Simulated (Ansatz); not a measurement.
# CaPbF6: the cost of one run

Program: Ansatz 0.2.0 through its Python package. Level of theory: DFT PBEsol, plane waves, PAW. These are calculated values, not measurements.

The COD entry's cell or inner coordinates are ideal or old and differ from later refinements, so a difference from it is no clean test against experiment.

### 1 The structure

Symmetry: Fm-3m, No. 225, cubic system. The conventional cell has a = 8.476 Å, b = 8.476 Å, c = 8.476 Å, α = 90.00°, β = 90.00°, γ = 90.00°. Ca (site symmetry m-3m) is surrounded by 6 F at 2.12 Å. Pb (site symmetry m-3m) has 6 F at 2.12 Å as nearest neighbours. F (site symmetry 4mm) has 1 Ca at 2.12 Å and 1 Pb at 2.12 Å as nearest neighbours.

The script holds or builds the structure itself.

### 2 The script

Contents of capbf6_vcrelax.py:

```python
# -*- coding: utf-8 -*-
'''Variable-cell relaxation of CaPbF6.'''

from collections import defaultdict
from dataclasses import dataclass

import ansatz as az
from ase import Atoms
from ase.io import write
from ase.neighborlist import neighbor_list
import matplotlib.pyplot as plt
import numpy as np


@dataclass(frozen=True)
class Options:
    functional: str = 'PBEsol'
    kgrid: tuple[int, ...] = (4, 4, 4)
    occupations: str = 'fixed'
    force_tol: float = 0.005


settings = Options()

def edges_and_angles(cell):
    cell = np.asarray(cell)
    a, b, c = np.linalg.norm(cell, axis=1)
    cosines = cell[1] @ cell[2] / (b * c), cell[0] @ cell[2] / (a * c), cell[0] @ cell[1] / (a * b)
    return (a, b, c, *np.degrees(np.arccos(cosines)))


def main():
    atoms = Atoms(
        ['Ca', 'Pb', 'F', 'F', 'F', 'F', 'F', 'F'],
        scaled_positions=[
            (0.5, 0.5, 0.5),
            (0.0, 0.0, 0.0),
            (0.75, 0.25, 0.25),
            (0.25, 0.75, 0.25),
            (0.25, 0.75, 0.75),
            (0.75, 0.25, 0.75),
            (0.25, 0.25, 0.75),
            (0.75, 0.75, 0.25),
        ],
        cell=[
            (0.0, 4.238, 4.238),
            (4.238, 0.0, 4.238),
            (4.238, 4.238, 0.0),
        ],
        pbc=True,
    )
    structure = az.Crystal.from_ase(atoms)

    # edges free, angles fixed
    calculation = (
        structure.calculation()
        .functional(settings.functional)
        .pseudopotentials('paw')
        .kpoints(*settings.kgrid)
        .occupations(settings.occupations)
        .relax(force_tolerance=settings.force_tol, max_steps=100, fix_cell=['angles'])
        .density_of_states(energy_step=0.1, projected=True)
    )
    steps = []


    def collect(event):
        if event['event'] == 'relax_step':
            steps.append(event['data'])


    out = calculation.session().plan().execute(on_event=collect)
    rep = out.report
    for s in steps:
        flag = '' if s['accepted'] else '  (rejected)'
        print('step %2d  E = %.5f eV  largest force component = %.4f eV/A%s' % (s['step'], s['lagrangian_ev'], s['allowed_force_max_ev_ang'], flag))

    first, last = steps[0], steps[-1]
    symbols = [site.symbol for site in out.lattice.sites]
    print(f'energy gained {first["lagrangian_ev"] - last["lagrangian_ev"]:.4f} eV in {len(steps) - 1} steps')
    for label, vectors in (('before', first['cell_ang']), ('after', out.lattice.cell_ang)):
        print(label, 'a b c (A) {:.4f} {:.4f} {:.4f}  angles {:.2f} {:.2f} {:.2f}'.format(*edges_and_angles(vectors)), f' V = {abs(np.linalg.det(vectors)):.3f} A^3')
    print('final stress xx yy zz (GPa, compression positive):', np.round(np.diag(rep['stress_gpa']), 3) + 0.0)

    final = Atoms(symbols, positions=last['positions_ang'], cell=out.lattice.cell_ang, pbc=True)
    i, j, d = neighbor_list('ijd', final, 4.5)
    print('neighbours within 1.15 times the shortest distance of each atom (A)')
    for atom in range(len(final)):
        near = [m for m in np.argsort(d) if i[m] == atom]
        shell = [m for m in near if d[m] < 1.15 * d[near[0]]]
        print(f'{symbols[atom]}{atom} ({len(shell)}):', ', '.join(f'{symbols[j[m]]} {d[m]:.3f}' for m in shell))

    change = np.array(last['positions_ang']) @ np.linalg.inv(last['cell_ang']) - np.array(first['positions_ang']) @ np.linalg.inv(first['cell_ang'])
    moved = np.linalg.norm(change @ np.array(last['cell_ang']), axis=1)
    print('displacement within the cell, strain taken out (A):', ' '.join(f'{s}:{d:.3f}' for s, d in zip(symbols, moved)))

    fig, (top, bottom) = plt.subplots(2, 1, sharex=True, figsize=(4.5, 4))
    top.plot([s['lagrangian_ev'] - last['lagrangian_ev'] for s in steps], 'o-')
    top.set_ylabel('E - E(final) (eV)')
    bottom.semilogy([max(s['allowed_force_max_ev_ang'], 1e-6) for s in steps], 's-')
    bottom.set(xlabel='step', ylabel='largest force (eV/A)')
    fig.tight_layout()
    fig.savefig('relax.png', dpi=100)

    print(f'free energy      {rep["free_energy_ev"]:.5f} eV')
    print(f'per atom         {rep["free_energy_ev"] / len(out.lattice.sites):.5f} eV')
    print(f'SCF iterations   {rep["n_iterations"]}  (converged: {rep["converged"]})')

    image = Atoms([s.symbol for s in out.lattice.sites], positions=[s.position_ang for s in out.lattice.sites], cell=out.lattice.cell_ang, pbc=True)
    write('final.extxyz', image)

    dos = out.density_of_states()
    energy = np.asarray(dos.energies_ev) - dos.fermi_ev
    projected = out.projected_density_of_states()
    by_shell = defaultdict(float)
    for site in projected.sites:
        for shell in site.shells:
            for part in shell.curves:
                by_shell[f'{site.species} {"spdf"[shell.l]}'] += np.sum(part.g_bin_mean_per_ev, axis=0)
    print('E - E_F  ' + ' '.join(f'{name:>7s}' for name in by_shell))
    for e in np.arange(-5, 5 + 0.1, 1.0):
        print(f'{e:7.1f}  ' + ' '.join(f'{np.interp(e, energy, curve):7.3f}' for curve in by_shell.values()))


if __name__ == '__main__':
    main()
```

### 3 The input behind the calls

The engine receives this input:

```yaml
crystal:
  lattice:
    - [0.0, 4.238, 4.238]
    - [4.238, 0.0, 4.238]
    - [4.238, 4.238, 0.0]
  atoms:
    - { symbol: Ca, position: [0.5, 0.5, 0.5] }
    - { symbol: Pb, position: [0.0, 0.0, 0.0] }
    - { symbol: F, position: [0.75, 0.25, 0.25] }
    - { symbol: F, position: [0.25, 0.75, 0.25] }
    - { symbol: F, position: [0.24999999999999994, 0.75, 0.75] }
    - { symbol: F, position: [0.75, 0.24999999999999994, 0.75] }
    - { symbol: F, position: [0.25, 0.25, 0.75] }
    - { symbol: F, position: [0.75, 0.75, 0.24999999999999994] }
kpoints:
  mp_grid:
    grid: [4, 4, 4]
hamiltonian:
  xc: pbesol
  pseudopotentials:
    kind: paw
scf:
  occupations:
    method: fixed
relax:
  f_tol: 0.005
  max_steps: 100
  cell:
    fix: [angles]
output:
  dos:
    de: 0.1
    projected: true
```

### 4 The run

Command:

```console
python capbf6_vcrelax.py
```

**Question.** How long does this script take on 1 thread of Arm Neoverse V2, shared host, and how much memory does it need?

About 29 s, with a peak of 0.59 GiB.
